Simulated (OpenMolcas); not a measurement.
# Pt⁶⁺ among point charges: CASSCF and CASPT2 levels and susceptibility

How does a field of 6 point charges split the states of Pt⁶⁺, and what χT follows?

Method: state-averaged CASSCF and CASPT2, spin-orbit coupling by RASSI with atomic mean-field integrals. Code: OpenMolcas 26.06.

**1. Starting point**

| Item | Value |
| --- | --- |
| Species | Pt⁶⁺ (platinum, Z = 78, 72 electrons) |
| Basis | ANO-RCC-VTZP [8s7p5d3f1g], 84 functions |
| Scalar Hamiltonian | DKH2, point nucleus |
| Inactive shells | 1s 2s 2p 3s 3p 3d 4s 4p 4d 4f 5s 5p |
| Active space | 4 electrons in 5 orbitals (5d) |
| Some configurations of this space | 5d⁴ |
| Orbitals | optimised for each spin and parity, averaged over all roots |

Outer shells as boxes (Hund's rule):

5d4
```
5d [↑ ][↑ ][↑ ][↑ ][  ]
```

The ion sits among 6 point charges of -1.7 e arranged as an octahedron (Oh), 2.01 Å from the ion.

Each step is its own input file, run in one work folder so that later steps find the files of earlier ones. Labels, J, g values, rates, χT and fits are worked out afterwards by a script from the matrices that RASSI stores. The input lists half of the charges; inversion (Group=XYZ) makes the rest.

**2. Basis and integrals**

a.inp

```
&GATEWAY
Coord
1

Pt 0.0 0.0 0.0
Basis=ANO-RCC-VTZP
Group=XYZ
NoMove
AngMom=0.0 0.0 0.0
AMFI
XField
3 Angstrom 0
2.010000 0.000000 0.000000 -1.700000
0.000000 2.010000 0.000000 -1.700000
0.000000 0.000000 2.010000 -1.700000
&SEWARD
```

**3. CASSCF: quintets of even parity, 5 roots**

a.inp

```
&RASSCF
FileOrb=start.orb
Symmetry=1
Spin=5
nActEl=4 0 0
Inactive=15 19
Ras2=5 0
CIRoot=5 5 1
SDav=5
CIMx=300
Iter=120 100
PrWF=0.3
OrbListing=Nothing
MaxOrb=0
>>> COPY $Project.JobIph JOB001
```

start.orb holds the contracted functions of the basis, ordered by shell, or the orbitals of the step before.

**4. Reference wave functions, triplets of even parity, 45 roots**

a.inp

```
&RASSCF
FileOrb=start.orb
Symmetry=1
Spin=3
nActEl=4 0 0
Inactive=15 19
Ras2=5 0
CIRoot=45 45 1
SDav=45
CIMx=300
Iter=120 100
PrWF=0.3
OrbListing=Nothing
MaxOrb=0
>>> COPY $Project.JobIph JOB002
```

**5. CASSCF: singlets of even parity, 50 roots**

a.inp

```
&RASSCF
FileOrb=start.orb
Symmetry=1
Spin=1
nActEl=4 0 0
Inactive=15 19
Ras2=5 0
CIRoot=50 50 1
SDav=50
CIMx=300
Iter=120 100
PrWF=0.3
OrbListing=Nothing
MaxOrb=0
>>> COPY $Project.JobIph JOB003
```

**6. State interaction with spin-orbit coupling**

a.inp

```
&RASSI
NrOfJobIphs=3 5 45 50
1 2 3 4 5
1 2 3 4 5 6 7 8 9 10 11 12 13 14 15 16 17 18 19 20 21 22 23 24 25 26 27
28 29 30 31 32 33 34 35 36 37 38 39 40 41 42 43 44 45
1 2 3 4 5 6 7 8 9 10 11 12 13 14 15 16 17 18 19 20 21 22 23 24 25 26 27
28 29 30 31 32 33 34 35 36 37 38 39 40 41 42 43 44 45 46 47 48 49 50
IphNames
JOB001
JOB002
JOB003
EJob
SpinOrbit
DIPRint=1.0
SOCoupling=1000.0
Subsets=2
Property=9
'ANGMOM' 1 'ANGMOM' 2 'ANGMOM' 3 'MLTPL  1' 1 'MLTPL  1' 2 'MLTPL  1' 3
'AMFI' 1 'AMFI' 2 'AMFI' 3
SOProperty=3
'ANGMOM' 1 'ANGMOM' 2 'ANGMOM' 3
```

**7. CASPT2: IPEA 0.25, imaginary shift 0.1 (closed shells correlated: 5s 5p)**

a.inp

```
>>> COPY JOB001 $Project.JobIph
&CASPT2
Multistate=5 1 2 3 4 5
NoMult
Frozen=14 16
IPEA=0.25
Imaginary=0.1
MaxIter=60
WThr=0.0 0.3 0.05
PrWF=0.5
NoMix
>>> COPY JOB002 $Project.JobIph
&CASPT2
Multistate=45 1 2 3 4 5 6 7 8 9 10 11 12 13 14 15 16 17 18 19 20 21 22
23 24 25 26 27 28 29 30 31 32 33 34 35 36 37 38 39 40 41 42 43 44 45
NoMult
Frozen=14 16
IPEA=0.25
Imaginary=0.1
MaxIter=60
WThr=0.0 0.3 0.05
PrWF=0.5
NoMix
>>> COPY JOB003 $Project.JobIph
&CASPT2
Multistate=50 1 2 3 4 5 6 7 8 9 10 11 12 13 14 15 16 17 18 19 20 21 22
23 24 25 26 27 28 29 30 31 32 33 34 35 36 37 38 39 40 41 42 43 44 45 46
47 48 49 50
NoMult
Frozen=14 16
IPEA=0.25
Imaginary=0.1
MaxIter=60
WThr=0.0 0.3 0.05
PrWF=0.5
NoMix
```

(Steps that only read results are left out.)

What does the calculation give? Wanted: spin-free ground state; first state of the same spin within the active space; lowest level; next level.

As calculated:

```
                                            quantity                                                                        value
                                              method  SS-CASPT2, IPEA 0.25, imaginary shift 0.1 (closed shells correlated: 5s 5p)
                              spin-free ground state                                               5E, 2-fold in its orbital part
first state of the same spin within the active space                                                             5T2 at 5130 cm⁻¹
                                        lowest level                                                                    1-fold A1
                                          next level                                                                  7607.7 cm⁻¹
                                         χT at 300 K                                                               0.03 cm³ K/mol
                           effective moment at 300 K                                                                      0.51 μB
```

Cost by method:

| method | time of its own steps | time with the reference |
| --- | --- | --- |
| A. CASSCF | 35 s | 35 s |
| B. SS-CASPT2, IPEA 0.25, imaginary shift 0.1, +5s 5p | 18 s | 53 s |

Times are of one thread on a shared host.

In words: The spin-free ground state (5E) comes to 100 % from free-ion D terms and keeps the highest spin of the shell. χT at 300 K is 0.03, against 3.01 cm³ K/mol for the spin alone, so spin-orbit coupling lowers it. An active space of the d shell alone favours high spin; real ions in strong fields can be low spin. A ligand-field fit to the states below 45000 cm-1 gives 10Dq = 5103 cm-1, B = 765 cm-1 and C = 3886 cm-1 (C/B = 5.08), with a deviation of 366 cm-1. CASPT2 does not keep the components of a term degenerate, and the means are used. An orbital doublet at a regular site is open to a Jahn-Teller distortion, which this geometry leaves out. The field of point charges can differ much from that of real complexes. With metal d orbitals alone active, the gaps between spin states are rough; where two lie within a few thousand cm-1, their order is open. This is an electrostatic model: the charges have no orbitals.
